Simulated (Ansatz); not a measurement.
# CsLi3P2: the cost of one run

Method: DFT PBE, scalar-relativistic, plane waves, PAW, in Ansatz 0.2.0.

## (1) The starting structure

Symmetry: P6/mmm, No. 191, hexagonal system. The conventional cell has a = 6.332 Å, b = 6.332 Å, c = 4.274 Å, α = 90.00°, β = 90.00°, γ = 120.00°. Around Cs (site symmetry 6/mmm) lie 12 Li at 3.82 Å and 12 P at 4.23 Å and 2 Cs at 4.27 Å. Li (site symmetry mmm) is surrounded by 2 P at 1.83 Å. Around P (site symmetry -6m2) lie 3 Li at 1.83 Å.

Coordinates:

```
Cs Li P
1.0
     6.33153    0.00000    0.00000
    -3.16577    5.48327    0.00000
     0.00000    0.00000    4.27398
Cs Li P
1 3 2
Direct
  0.00000 0.00000 0.00000
  0.50000 0.00000 0.50000
  0.00000 0.50000 0.50000
  0.50000 0.50000 0.50000
  0.33333 0.66667 0.50000
  0.66667 0.33333 0.50000
```

A structure generator made this guess: random cell by space group and Wyckoff sites (P6/mmm, No. 191). The dimensions are guesses.

## (2) The guess as it stands, on a coarse mesh

File input.yaml:

```yaml
crystal:
  lattice:
    - [6.33153461, 0.0, 0.0]
    - [-3.16576731, 5.48326982, 0.0]
    - [0.0, 0.0, 4.27398196]
  atoms:
    - { symbol: Cs, position: [0.0, 0.0, 0.0] }
    - { symbol: Li, position: [0.5, 0.0, 0.5] }
    - { symbol: Li, position: [0.0, 0.5, 0.5] }
    - { symbol: Li, position: [0.5, 0.5, 0.5] }
    - { symbol: P, position: [0.33333333, 0.66666667, 0.5] }
    - { symbol: P, position: [0.66666667, 0.33333333, 0.5] }
basis:
  ecutwfc: 420
kpoints:
  mp_grid: { grid: [3, 3, 4] }
hamiltonian:
  xc: pbe
scf:
  occupations: { method: gaussian, width: 0.1 }
  lower_state_search: "off"
output:
  forces: true
  stress: true
  eigenvalues: true
```

On the command line:

```bash
$ ansatz run input.yaml --threads 1 --pin off --max-ram 2048MiB --backend cpu --events-out ev --progress --plain --runs-dir out
```

**Question.** How long does this run take on 1 thread of Intel Xeon 6975P-C (Granite Rapids), shared host, and how much memory does it need?

About 1.4 s, with a peak of 0.44 GiB.
